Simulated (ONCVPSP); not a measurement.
# W: the cost of one run

Method: ONCVPSP 4.0.1.1 (patched build), PBE, scalar-relativistic.

## (1) The design

Typed settings, in words:

| Item | Value |
| --- | --- |
| element | tungsten (W, Z = 74) |
| type | optimised norm-conserving Vanderbilt (ONCV) |
| frozen core | [Kr] 4d10 4f14 |
| valence charge | 14 |
| reference configuration | 5s2 5p6 5d4 6s1 (charge +1) |
| partial waves | 5s+6s: rc 2.00 bohr, ncon 4, nbas 9, qcut 7 1/bohr, 2 projectors; 5p: rc 1.40 bohr, ncon 4, nbas 8, qcut 4.8 1/bohr, 2 projectors, debl 1.5 Ha; 5d: rc 2.50 bohr, ncon 4, nbas 9, qcut 6.2 1/bohr, 3 projectors, debl 2 Ha |
| local potential | polynomial inside 1.35 bohr (lpopt 5, dvloc0 0 Ha) |
| core correction | Teter function, fcfact 5.5, rcfact 1.8 |

## (2) Generation

Contents of W.dat:

```
# ATOM AND REFERENCE CONFIGURATION
# atsym  z   nc   nv     iexc    psfile
  W 74.00   10    4        4      upf
#
#   n    l    f
    1    0    2.00
    2    0    2.00
    2    1    6.00
    3    0    2.00
    3    1    6.00
    3    2   10.00
    4    0    2.00
    4    1    6.00
    4    2   10.00
    4    3   14.00
    5    0    2.00
    5    1    6.00
    5    2    4.00
    6    0    1.00
#
# PSEUDOPOTENTIAL AND OPTIMIZATION
# lmax
    2
#
#   l,   rc,      ep,       ncon, nbas, qcut
    0    2.00    0.00    4    9    7.00
    1    1.40    0.00    4    8    4.80
    2    2.50    0.00    4    9    6.20
#
# LOCAL POTENTIAL
# lloc, lpopt,  rc(5),   dvloc0
    4    5    1.35    0.00
#
# VANDERBILT-KLEINMAN-BYLANDER PROJECTORs
# l, nproj, debl
    0    2    3.70
    1    2    1.50
    2    3    2.00
#
# MODEL CORE CHARGE
# icmod, fcfact, rcfact
    3    5.50    1.80
#
# LOG DERIVATIVE ANALYSIS
# epsh1, epsh2, depsh
   -5.00    5.00    0.04
#
# OUTPUT GRID
# rlmax, drl
    6.00    0.01
#
# TEST CONFIGURATIONS
# ncnf
    4
# nvcnf
#   n    l    f
    4
    5    0    2.00
    5    1    6.00
    5    2    4.00
    6    0    2.00
#
    4
    5    0    2.00
    5    1    6.00
    5    2    4.00
    6    0    0.00
#
    4
    5    0    2.00
    5    1    6.00
    5    2    3.00
    6    0    0.00
#
    4
    5    0    2.00
    5    1    6.00
    5    2    3.00
    6    0    2.00
#
```

Launch:

```sh
$ oncvpsp.x < W.dat > W.out
```

**Question.** How long does this run take on 1 thread of Neoverse-V2, shared host?

About 5.2 s.
